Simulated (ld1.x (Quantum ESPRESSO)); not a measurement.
# Cobalt: generating and testing a TM potential

Do these settings give a usable potential? It is generated, then checked for transferability, scattering, ghosts and hardness.

Program: ld1.x (Quantum ESPRESSO) 7.5. Reference atom: PBE, scalar-relativistic, spherical and spin-unpolarised. All values are calculated.

## 1. Starting point

Typed settings, in words:

| Item | Value |
| --- | --- |
| element | cobalt (Co, Z = 27) |
| type | norm-conserving Troullier–Martins (Kleinman–Bylander form) |
| frozen core | [Ar] |
| valence charge | 9 |
| reference configuration | 3d7 4s2 4p0 |
| partial waves | 4s (bound): rc 2.20 bohr; 4p (bound, empty): rc 2.25 bohr; 3d (bound): rc 0.80 bohr |
| local potential | all-electron potential smoothed inside 0.65 bohr (lloc = -2) |
| core correction | Bessel-smoothed model core inside 0.40 bohr |

## 2. Generating the potential

File Co.in:

```
 &input
   title='Co', zed=27., rel=1, dft='PBE', iswitch=3,
   config='[Ar] 3d7 4s2 4p0',
   nld=3, rlderiv=2.45, eminld=-3.0, emaxld=5.0, deld=0.02
 /
 &inputp
   pseudotype=2, tm=.true., lloc=-2, rcloc=0.65,
   nlcc=.true., new_core_ps=.true., rcore=0.40,
   file_pseudopw='Co.UPF', file_wfcaegen='ae.wfc', file_wfcncgen='nc.wfc', file_beta='beta', file_chi='chi'
 /
3
4S  1  0   2.00   0.00  2.20  2.20  0.0
4P  2  1   0.00   0.00  2.25  2.25  0.0
3D  3  2   7.00   0.00  0.80  0.80  0.0
 &test
   configts(1)='3d7 4s2 4p0'
 /
```

Run with:

```console
$ ld1.x < Co.in > Co.out
```

The output, Co.out (without the banner and most projector matrices):

```text
     Program LD1 v.7.5
     --------------------------- All-electron run ----------------------------

     Co
     scalar relativistic calculation

     atomic number is 27.00
     dft =PBE   lsd =0 sic =0 latt =0  beta=0.20 tr2=1.0E-14
     Exchange-correlation= PBE
                           (   1   4   3   4   0   0   0)
     mesh =1193 r(mesh) =  99.89935 a.u. xmin = -7.00 dx = 0.01250
     1 Ry =  13.60569312 eV, c = 137.03599908

     n l     nl                  e(Ry)          e(Ha)          e(eV)
     1 0     1S 1( 2.00)      -558.0826      -279.0413     -7593.1006
     2 0     2S 1( 2.00)       -66.0755       -33.0378      -899.0036
     2 1     2P 1( 6.00)       -56.5897       -28.2948      -769.9416
     3 0     3S 1( 2.00)        -7.5266        -3.7633      -102.4044
     3 1     3P 1( 6.00)        -4.8242        -2.4121       -65.6364
     3 2     3D 1( 7.00)        -0.6030        -0.3015        -8.2040
     4 0     4S 1( 2.00)        -0.4020        -0.2010        -5.4697
     4 1     4P 1( 0.00)        -0.0938        -0.0469        -1.2766

     final scf error:  8.6E-15 reached in  32 iterations

     Etot =   -2786.294851 Ry,   -1393.147426 Ha,  -37909.472698 eV

     Ekin =    2822.267919 Ry,    1411.133959 Ha,   38398.911213 eV
     Encl =   -6674.713191 Ry,   -3337.356595 Ha,  -90814.099355 eV
     Eh   =    1184.776043 Ry,     592.388022 Ha,   16119.699266 eV
     Exc  =    -118.625623 Ry,     -59.312811 Ha,   -1613.983821 eV

     normalization and overlap integrals

     s(1S/1S) =  1.000000  <r> =   0.0562  <r2> =    0.0042  r(max) =   0.0366
     s(2S/2S) =  1.000000  <r> =   0.2555  <r2> =    0.0770  r(max) =   0.2131
     s(2P/2P) =  1.000000  <r> =   0.2250  <r2> =    0.0622  r(max) =   0.1723
     s(3S/3S) =  1.000000  <r> =   0.7736  <r2> =    0.6913  r(max) =   0.6648
     s(3P/3P) =  1.000000  <r> =   0.8160  <r2> =    0.7864  r(max) =   0.6816
     s(3D/3D) =  1.000000  <r> =   1.0711  <r2> =    1.5569  r(max) =   0.6648
     s(4S/4S) =  1.000000  <r> =   2.8937  <r2> =    9.7888  r(max) =   2.3202
     s(4P/4P) =  1.000000  <r> =   4.4224  <r2> =   23.7598  r(max) =   3.2517

     ------------------------ End of All-electron run ------------------------

     --------------------- Generating NC pseudopotential ---------------------

      Generating local potential from pseudized AE potential:
      Matching radius rcloc =   0.6500
      Enforcing V''(0)=0 (lloc=-2)

      Local pseudo, rcloc= 0.656 Estimated cut-off energy=    70.20 Ry

      Computing core charge for nlcc:

       r > 0.40 : true rho core
      Core charge pseudized with two Bessel functions
      Integrated core pseudo-charge :  13.06

      Wfc   4S  rcut= 2.180  Using Troullier-Martins method

      Wfc   4P  rcut= 2.235  Using Troullier-Martins method

      Wfc   3D  rcut= 0.802  Using Troullier-Martins method

     ------------------- End of pseudopotential generation -------------------

     [... the all-electron block is printed once more ...]


     Computing logarithmic derivative in   2.45452
     Computing logarithmic derivative in   2.45452
     Computing the partial wave expansion
     R is outside the sphere for l=    0 j= 0.00
     R is outside the sphere for l=    1 j= 0.00
     R is outside the sphere for l=    2 j= 0.00

     ---------------------- Testing the pseudopotential ----------------------

     Co
     scalar relativistic calculation

     atomic number is 27.00   valence charge is  9.00
     dft =PBE   lsd =0 sic =0 latt =0  beta=0.20 tr2=1.0E-14
     mesh =1193 r(mesh) =  99.89935 xmin = -7.00 dx = 0.01250

     n l     nl             e AE (Ry)        e PS (Ry)    De AE-PS (Ry)
     3 2     3D   1( 7.00)       -0.60298       -0.60290       -0.00008
     1 0     4S   1( 2.00)       -0.40202       -0.40202        0.00000
     2 1     4P   1( 0.00)       -0.09383       -0.09383       -0.00000

     eps = 3.8E-15  iter =  8

     Etot =   -2786.294851 Ry,   -1393.147426 Ha,  -37909.472698 eV
     Etotps =   -97.607253 Ry,     -48.803626 Ha,   -1328.014326 eV

     Ekin =     106.803815 Ry,      53.401907 Ha,    1453.139925 eV
     Encl =    -186.633202 Ry,     -93.316601 Ha,   -2539.274080 eV
     Ehrt =      55.418147 Ry,      27.709074 Ha,     754.002304 eV
     Ecxc =     -54.672574 Ry,     -27.336287 Ha,    -743.858270 eV
     (Ecc =     -38.579291 Ry,     -19.289645 Ha,    -524.897990 eV)
     Epseu=     -18.523437 Ry,      -9.261719 Ha,    -252.024205 eV

     ---------------------- End of pseudopotential test ----------------------
```

Run time: 1.5 s. Hardware: 1 thread of Neoverse-V1, shared host. This counts the later configuration tests of the new file too.

Partial waves on a coarse radial grid (AE all-electron, PS pseudo):

| r (bohr) | 3d AE | 3d PS | 4s AE | 4s PS |
| --- | --- | --- | --- | --- |
| 0.113 | 0.1064 | 0.0480 | 0.1056 | 0.0143 |
| 0.225 | 0.3867 | 0.2921 | 0.1295 | 0.0293 |
| 0.338 | 0.6573 | 0.6408 | -0.0588 | 0.0458 |
| 0.450 | 0.8376 | 0.8708 | -0.2146 | 0.0645 |
| 0.563 | 0.9298 | 0.9483 | -0.2730 | 0.0866 |
| 0.675 | 0.9528 | 0.9547 | -0.2459 | 0.1126 |
| 0.788 | 0.9316 | 0.9316 | -0.1650 | 0.1438 |
| 0.900 | 0.8857 | 0.8857 | -0.0592 | 0.1804 |
| 1.013 | 0.8271 | 0.8271 | 0.0547 | 0.2234 |
| 1.125 | 0.7646 | 0.7646 | 0.1636 | 0.2717 |
| 1.238 | 0.7015 | 0.7015 | 0.2635 | 0.3251 |
| 1.350 | 0.6414 | 0.6414 | 0.3499 | 0.3805 |
| 1.463 | 0.5845 | 0.5845 | 0.4237 | 0.4360 |
| 1.575 | 0.5323 | 0.5323 | 0.4840 | 0.4875 |
| 1.688 | 0.4841 | 0.4841 | 0.5327 | 0.5330 |
| 1.800 | 0.4405 | 0.4405 | 0.5701 | 0.5698 |
| 1.913 | 0.4005 | 0.4005 | 0.5982 | 0.5981 |
| 2.025 | 0.3646 | 0.3646 | 0.6177 | 0.6177 |
| 2.138 | 0.3317 | 0.3317 | 0.6300 | 0.6300 |
| 2.250 | 0.3022 | 0.3022 | 0.6359 | 0.6359 |
| 2.363 | 0.2751 | 0.2751 | 0.6365 | 0.6365 |
| 2.475 | 0.2508 | 0.2508 | 0.6326 | 0.6326 |
| 2.588 | 0.2284 | 0.2284 | 0.6247 | 0.6247 |
| 2.700 | 0.2083 | 0.2083 | 0.6138 | 0.6138 |
| 2.813 | 0.1899 | 0.1899 | 0.6002 | 0.6002 |
| 2.925 | 0.1732 | 0.1732 | 0.5846 | 0.5846 |

## 3. Configuration tests

File Co.test.in:

```
 &input
   title='Co', zed=27., rel=1, dft='PBE', iswitch=2,
   config='[Ar] 3d7 4s2 4p0'
 /
 &test
   file_pseudo='Co.UPF', nconf=8,
   configts(1)='3d7 4s2 4p0',
   configts(2)='3d7 4s1 4p0',
   configts(3)='3d7 4s0 4p0',
   configts(4)='3d6 4s0 4p0',
   configts(5)='3d7 4s0 4p2',
   configts(6)='3d6 4s2 4p1',
   configts(7)='3d8 4s1 4p0',
   configts(8)='3d5 4s0 4p0'
 /
```

Run with:

```console
$ ld1.x < Co.test.in > Co.test.out
```

Co.test.out, the pseudopotential blocks, each with the warnings that came before it:

```text
     ---------------------- Testing the pseudopotential ----------------------

     Co
     scalar relativistic calculation

     atomic number is 27.00   valence charge is  9.00
     dft =PBE   lsd =0 sic =0 latt =0  beta=0.20 tr2=1.0E-14
     mesh =1193 r(mesh) =  99.89935 xmin = -7.00 dx = 0.01250

     n l     nl             e AE (Ry)        e PS (Ry)    De AE-PS (Ry)
     3 2     3D   1( 7.00)       -0.60298       -0.60290       -0.00008
     1 0     4S   1( 2.00)       -0.40202       -0.40202        0.00000
     2 1     4P   1( 0.00)       -0.09383       -0.09383       -0.00000

     eps = 6.9E-15  iter =  7

     Etot =   -2786.294851 Ry,   -1393.147426 Ha,  -37909.472698 eV
     Etotps =   -97.607254 Ry,     -48.803627 Ha,   -1328.014341 eV

     Ekin =     106.803812 Ry,      53.401906 Ha,    1453.139894 eV
     Encl =    -186.633202 Ry,     -93.316601 Ha,   -2539.274069 eV
     Ehrt =      55.418147 Ry,      27.709074 Ha,     754.002303 eV
     Ecxc =     -54.672574 Ry,     -27.336287 Ha,    -743.858269 eV
     (Ecc =     -38.579291 Ry,     -19.289645 Ha,    -524.897990 eV)
     Epseu=     -18.523437 Ry,      -9.261719 Ha,    -252.024200 eV

     ---------------------- End of pseudopotential test ----------------------

     ---------------------- Testing the pseudopotential ----------------------

     Co
     [...]
     n l     nl             e AE (Ry)        e PS (Ry)    De AE-PS (Ry)
     3 2     3D   1( 7.00)       -1.24646       -1.24151       -0.00494
     1 0     4S   1( 1.00)       -0.93803       -0.93948        0.00145
     2 1     4P   1( 0.00)       -0.54886       -0.54982        0.00095

     eps = 2.1E-15  iter =  7

     Etot =   -2785.631149 Ry,   -1392.815574 Ha,  -37900.442564 eV
     Etotps =   -96.942926 Ry,     -48.471463 Ha,   -1318.975700 eV
     dEtot_ae =       0.663703 Ry
     dEtot_ps =       0.664328 Ry,   Delta E=      -0.000625 Ry

     [...]
     ---------------------- End of pseudopotential test ----------------------

     Warning: n=2, l=1 expected 0 nodes, found 1
     ---------------------- Testing the pseudopotential ----------------------

     Co
     [...]
     n l     nl             e AE (Ry)        e PS (Ry)    De AE-PS (Ry)
     3 2     3D   1( 7.00)       -1.98916       -1.97954       -0.00962  !
     1 0     4S   1( 0.00)       -1.53869       -1.54448        0.00579  !
     2 1     4P   1( 0.00)       -1.07841       -1.17566        0.09725  !

     eps = 1.8E-16  iter =  7

     Etot =   -2784.397424 Ry,   -1392.198712 Ha,  -37883.656885 eV
     Etotps =   -95.705821 Ry,     -47.852910 Ha,   -1302.144028 eV
     dEtot_ae =       1.897427 Ry
     dEtot_ps =       1.901433 Ry,   Delta E=      -0.004006 Ry

     [...]
     ---------------------- End of pseudopotential test ----------------------

     ---------------------- Testing the pseudopotential ----------------------

     Co
     [...]
     n l     nl             e AE (Ry)        e PS (Ry)    De AE-PS (Ry)
     3 2     3D   1( 6.00)       -3.31966       -3.34710        0.02744  !
     1 0     4S   1( 0.00)       -2.38146       -2.38806        0.00660  !
     2 1     4P   1( 0.00)       -1.82341       -1.82341        0.00000

     eps = 7.9E-16  iter =  7

     Etot =   -2781.761040 Ry,   -1390.880520 Ha,  -37847.787048 eV
     Etotps =   -93.063959 Ry,     -46.531980 Ha,   -1266.199671 eV
     dEtot_ae =       4.533812 Ry
     dEtot_ps =       4.543294 Ry,   Delta E=      -0.009483 Ry

     [...]
     ---------------------- End of pseudopotential test ----------------------

     ---------------------- Testing the pseudopotential ----------------------

     Co
     [...]
     n l     nl             e AE (Ry)        e PS (Ry)    De AE-PS (Ry)
     3 2     3D   1( 7.00)       -0.84920       -0.84614       -0.00306
     1 0     4S   1( 0.00)       -0.55385       -0.55477        0.00092
     2 1     4P   1( 2.00)       -0.20516       -0.20528        0.00012

     eps = 5.1E-15  iter = 10

     Etot =   -2785.634942 Ry,   -1392.817471 Ha,  -37900.494175 eV
     Etotps =   -96.946535 Ry,     -48.473267 Ha,   -1319.024801 eV
     dEtot_ae =       0.659909 Ry
     dEtot_ps =       0.660719 Ry,   Delta E=      -0.000810 Ry

     [...]
     ---------------------- End of pseudopotential test ----------------------

     BEWARE! Errors in PS-KS equations
     Warning: n=1, l=0 expected 0 nodes, found 1
     ---------------------- Testing the pseudopotential ----------------------

     Co
     [...]
     n l     nl             e AE (Ry)        e PS (Ry)    De AE-PS (Ry)
     3 2     3D   1( 6.00)       -1.11526       -1.70498        0.58972  !
     1 0     4S   1( 2.00)       -0.57203       -1.06236        0.49034  !
     2 1     4P   1( 1.00)       -0.19286       -0.19286        0.00000

     eps = 4.1E-15  iter = 31

     Etot =   -2785.584838 Ry,   -1392.792419 Ha,  -37899.812478 eV
     Etotps =   -96.671632 Ry,     -48.335816 Ha,   -1315.284557 eV
     dEtot_ae =       0.710013 Ry
     dEtot_ps =       0.935622 Ry,   Delta E=      -0.225609 Ry

     [...]
     ---------------------- End of pseudopotential test ----------------------

     ---------------------- Testing the pseudopotential ----------------------

     Co
     [...]
     n l     nl             e AE (Ry)        e PS (Ry)    De AE-PS (Ry)
     3 2     3D   1( 8.00)       -0.31141       -0.30406       -0.00735  !
     1 0     4S   1( 1.00)       -0.32150       -0.32730        0.00579  !
     2 1     4P   1( 0.00)       -0.05948       -0.06170        0.00222

     eps = 7.9E-15  iter = 11

     Etot =   -2786.383253 Ry,   -1393.191627 Ha,  -37910.675469 eV
     Etotps =   -97.687193 Ry,     -48.843597 Ha,   -1329.101974 eV
     dEtot_ae =      -0.088402 Ry
     dEtot_ps =      -0.079940 Ry,   Delta E=      -0.008462 Ry

     [...]
     ---------------------- End of pseudopotential test ----------------------

     ---------------------- Testing the pseudopotential ----------------------

     Co
     [...]
     n l     nl             e AE (Ry)        e PS (Ry)    De AE-PS (Ry)
     3 2     3D   1( 5.00)       -4.84765       -4.95789        0.11024  !
     1 0     4S   1( 0.00)       -3.32737       -4.00703        0.67966  !
     2 1     4P   1( 0.00)       -2.68132       -2.68132        0.00000

     eps = 6.0E-16  iter =  7

     Etot =   -2777.692752 Ry,   -1388.846376 Ha,  -37792.435173 eV
     Etotps =   -88.930599 Ry,     -44.465300 Ha,   -1209.962441 eV
     dEtot_ae =       8.602099 Ry
     dEtot_ps =       8.676655 Ry,   Delta E=      -0.074555 Ry

     [...]
     ---------------------- End of pseudopotential test ----------------------
```

1 test gave no usable energy difference (3d6 4s2 4p1).

Excitation and ionisation energies from 3d7 4s2 4p0, with the error of the potential. A star marks tests that logged a warning.

| valence configuration | charge | ΔE all-electron (eV) | error AE − PS (meV) |
| --- | --- | --- | --- |
| 3d7 4s1 4p0 | +1 | 9.030 | -8.5 |
| 3d7 4s0 4p0 * | +2 | 25.816 | -55 |
| 3d6 4s0 4p0 | +3 | 61.686 | -129 |
| 3d7 4s0 4p2 | 0 | 8.979 | -11 |
| 3d8 4s1 4p0 | 0 | -1.203 | -115 |
| 3d5 4s0 4p0 | +4 | 117.038 | -1014 |

## 4. Scattering by logarithmic derivatives

Taken from the files of the generation run. The phase is arctan(r·u′/u) with u = r·R, unwrapped, with energies in Ry. A pole is an energy at which the radial function vanishes at the test radius. The pseudo phase is shifted by a multiple of π to meet the all-electron one at the reference energy. Levels narrower than the energy grid can be missing from the poles. The last column is the largest difference on the grid between −1 and +1 Ry.

| channel | radius (bohr) | reference (Ry) | poles AE | poles PS | window around the reference with phases within 0.05 rad (Ry) | largest difference near zero (rad) |
| --- | --- | --- | --- | --- | --- | --- |
| s | 2.46 | -0.40 | 1.80 | 1.62 | below 2.4 | 0.011 |
| p | 2.46 | -0.09 | 2.89 | 2.71 | below 4.1 | 0.010 |
| d | 2.46 | -0.60 | -0.46, 4.75 | -0.46, 4.77 | the whole range | 0.001 |

Phases (rad) along the scan:

| E (Ry) | s AE | s PS | p AE | p PS |
| --- | --- | --- | --- | --- |
| -3.00 | 1.285 | 1.283 | 1.321 | 1.320 |
| -2.52 | 1.245 | 1.243 | 1.294 | 1.292 |
| -2.04 | 1.184 | 1.181 | 1.257 | 1.256 |
| -1.56 | 1.080 | 1.077 | 1.206 | 1.204 |
| -1.08 | 0.864 | 0.861 | 1.123 | 1.122 |
| -0.60 | 0.276 | 0.275 | 0.974 | 0.973 |
| -0.12 | -0.743 | -0.745 | 0.635 | 0.635 |
| 0.36 | -1.221 | -1.228 | -0.182 | -0.186 |
| 0.84 | -1.409 | -1.419 | -0.955 | -0.965 |
| 1.32 | -1.507 | -1.523 | -1.271 | -1.282 |
| 1.80 | -1.571 | -1.597 | -1.416 | -1.428 |
| 2.28 | -1.621 | -1.662 | -1.500 | -1.515 |
| 2.76 | -1.665 | -1.740 | -1.558 | -1.577 |
| 3.24 | -1.709 | -1.870 | -1.604 | -1.629 |
| 3.72 | -1.761 | -2.281 | -1.644 | -1.681 |
| 4.20 | -1.829 | -3.928 | -1.685 | -1.741 |
| 4.68 | -1.934 | -4.462 | -1.732 | -1.827 |

## 5. Cutoff and ghost test in a Bessel basis

This step uses the generator's waves and projectors in a separate script. Basis: spherical Bessel functions vanishing at 20 bohr, q² up to the cutoff; potential fixed at the reference.

All-electron valence levels (Ry): 4s -0.4020, 4p -0.0938, 3d -0.6030. The lowest levels of each channel (Ry) by cutoff; the last column sums, over occupied levels, occupation times the distance from the level at 400 Ry. A positive value at high cutoff is not a bound level.

| cutoff (Ry) | s #1 | s #2 | p #1 | p #2 | d #1 | f #1 | Σ f·Δε (mRy) |
| --- | --- | --- | --- | --- | --- | --- | --- |
| 8 | -1.3827 | -0.3979 | -0.0934 | 0.0484 | 0.0597 | 0.1121 | 4645.0 |
| 25 | -11.9053 | -0.4018 | -0.2210 | -0.0938 | 0.0585 | 0.1121 | 4629.4 |
| 50 | -15.6691 | -0.4020 | -2.9696 | -0.0938 | 0.0544 | 0.1121 | 4600.1 |
| 100 | -16.2334 | -0.4020 | -3.9374 | -0.0938 | -0.1411 | 0.1121 | 3231.2 |
| 180 | -16.2390 | -0.4020 | -3.9657 | -0.0938 | -0.5388 | 0.1121 | 447.5 |
| 300 | -16.2404 | -0.4020 | -3.9667 | -0.0938 | -0.6026 | 0.1121 | 1.0 |
| 400 | -16.2404 | -0.4020 | -3.9667 | -0.0938 | -0.6028 | 0.1121 | 0.0 |

The sum stays within 10 mRy from 300 Ry and within 1 mRy only somewhere over 300 Ry. The sum leaves out empty levels, which can need more. Ghost test: ghost states, bound below the all-electron valence or empty levels of the same l: s at -221.0 eV, p at -54.0 eV.

## 6. What came out

| quantity | value |
| --- | --- |
| cutoffs for 10 and 1 mRy, occupied levels | 300 Ry and over 300 Ry |
| bound ghosts | s at -220.96 eV, p at -53.97 eV |
| largest test error (AE − PS) | -1014 meV, for 3d5 4s0 4p0 (1 test unsolved) |
| largest phase difference near zero energy, channels read | 0.011 rad |

In words: A bound ghost (s, p) makes it unfit for use: electrons can fall into a state that the atom doesn't have. The worst unpolarised test, 3d5 4s0 4p0, is off by 1014 meV on 117.0 eV; by total energies transferability rates as poor. That test lies far up in energy; among those under 40 eV, nearer to bonding, the largest error is 115 meV. Of the tests 1 gave no usable energy difference, which is a warning in itself. The potential is very hard: the looser tolerance needs 300 Ry. The tighter tolerance needs over 300 Ry, and converged work needs a cutoff nearer that. The slowest occupied level is 3d: taken alone it needs 300 Ry to come within 1 mRy, against 21 Ry for 4s. Near zero energy the phases of the channels with partial waves agree within 0.011 rad. All of this concerns the isolated atom, not yet a solid.
